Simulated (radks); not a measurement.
# Valence configurations of Au

One table from this session's results is given with a row withheld; the runs are named, their logs left out.

Method: Dirac Kohn-Sham, PBEsol, spin-unpolarised, spherical densities, finite nucleus; open shells are shared between the two j in proportion to 2j + 1. Code: radks (a radial shooting solver on a logarithmic mesh, Libxc functionals) version 1.

**What is computed**

| Item | Value |
| --- | --- |
| element | gold (Z = 79) |
| charge | 0 |
| electrons | 79 |
| configuration | [Xe] 4f14 5d10 6s1 |
| nuclear rms radius | 5.4371 fm |
| others tried | 4f14 5d10 6p1; 4f14 5d9.5 6s1.5; 4f14 5d8 6s1 6p2; 4f13 5d10 6s1 6p1; 4f14 5d9 6s2; 4f13 5d10 6s2; 4f14 5d10 6s0.5 6p0.5; 4f14 5d9 6s1 6p1; 4f13 5d8 6s2 6p2 |

Outer shells as boxes (Hund's rule):

Au
```
[Xe] core
4f [↑↓][↑↓][↑↓][↑↓][↑↓][↑↓][↑↓]
5d [↑↓][↑↓][↑↓][↑↓][↑↓]
6s [↑ ]
```

The first run:

Settings of this run:

```text
Z 79
configuration [Xe] 4f14 5d10 6s1
relativity Dirac
functional pbe_sol,pbe_sol
spin unpolarised
j_filling average
nucleus finite rms 5.4371 fm
c 137.035999084
```

Among the steps run: [Xe] 4f14 5d10 6s1.

One table of the session follows, with a row left open; its other results are not shown here.

It belongs to the step «[Xe] 4f14 5d10 6s1». Radial moments (bohr):

| level | <r> | outermost maximum (interpolated) | 90 % within | nodes |
| --- | --- | --- | --- | --- |
| 5s1/2 | 0.9278 | 0.849 | 1.33 | 4 |
| 4f5/2 | 0.4953 | 0.373 | 0.796 | 0 |
| 4f7/2 | 0.5023 | 0.378 | 0.807 | 0 |
| 5p1/2 | 1.004 | 0.897 | 1.46 | 3 |
| 5p3/2 | 1.104 | 0.977 | 1.61 | 3 |
| 5d3/2 | 1.571 | 1.19 | 2.48 | 2 |
| 5d5/2 | 1.656 | 1.24 | 2.64 | 2 |
| 6s1/2 | ? | ? | ? | ? |

**Question.** Estimate the row for 6s1/2.

As computed: <r>: 2.846; outermost maximum (interpolated): 2.32; 90 % within: 4.30; nodes: 5. In the column «<r>» it is the highest.
